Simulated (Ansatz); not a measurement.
**SiHBr₃: small, medium and large basis sets**

One table from this session's results is given with a row withheld; the runs are named, their logs left out.

Computed with Ansatz 0.2.0, Gaussian basis. Level: one geometry, several basis sets.

The runs, in order: PBE0-D4/def2-SVP; ωB97M-V/def2-SVP; PBE0-D4/def2-QZVPP; ωB97M-V/def2-QZVPP; the functionals' def2-TZVPP values are taken from earlier runs.

## Structure used throughout

The geometry comes from an earlier relaxation with PBE0-D4 in a triple-zeta def2 set; it is a stationary point.

SMILES `Br[SiH](Br)Br`, 5 atoms, charge 0, spin multiplicity 1.

Atoms are counted from 1 here; the program's logs count them from 0.

Bond lengths: Br1–Si2 2.198 Å, Si2–Br3 2.198 Å, Si2–Br4 2.198 Å, Si2–H5 1.472 Å. Angles: Br1–Si2–Br3 109.9°, Br1–Si2–Br4 109.9°, Br1–Si2–H5 109.0°, Br3–Si2–Br4 109.9°, Br3–Si2–H5 109.0°, Br4–Si2–H5 109.0°.

Coordinates:

```
atom    x (Å)    y (Å)    z (Å)
 Br1   1.1707  -1.2203   1.3545
 Si2  -0.0859   0.0435   0.0672
 Br3   1.1385   1.6111  -0.8691
 Br4  -1.0446  -1.1852  -1.4834
  H5  -1.1290   0.6773   0.8894
```

The first run:

File in.yaml:

```yaml
crystal:
  periodic: [false, false, false]
  atoms:
    - {symbol: Br, position_ang: [1.170684, -1.220320, 1.354512]}
    - {symbol: Si, position_ang: [-0.085864, 0.043478, 0.067223]}
    - {symbol: Br, position_ang: [1.138549, 1.611055, -0.869128]}
    - {symbol: Br, position_ang: [-1.044562, -1.185216, -1.483412]}
    - {symbol: H, position_ang: [-1.129008, 0.677303, 0.889404]}
basis:
  gaussian: {orbitals: def2-SVP}
hamiltonian: {xc: pbe0, dispersion: d4}
output: {orbitals: {seedname: orbitals}}
```

The run is started by

```bash
> ansatz run in.yaml --threads 4 --pin off --events-out ev --progress --plain --max-ram 10444MiB
```

Steps of the session up to this table: PBE0-D4 in def2-SVP; ωB97M-V in def2-SVP; PBE0-D4 in def2-QZVPP; ωB97M-V in def2-QZVPP.

One of the session's tables, all rows but one given; the rest of the session is left out.

It belongs to the step «Density functionals: the series». 

| functional | basis | HOMO (eV) |
| --- | --- | --- |
| PBE0-D4 | def2-SVP | -8.50 |
| PBE0-D4 | def2-TZVPP | -8.59 |
| PBE0-D4 | def2-QZVPP | -8.60 |
| ωB97M-V | def2-SVP | -10.66 |
| ωB97M-V | def2-TZVPP | -10.76 |
| ωB97M-V | def2-QZVPP | ? |

**Question.** Estimate the row for ωB97M-V, def2-QZVPP.

The run gave: HOMO (eV): -10.78. In the column «HOMO (eV)» it is the lowest.
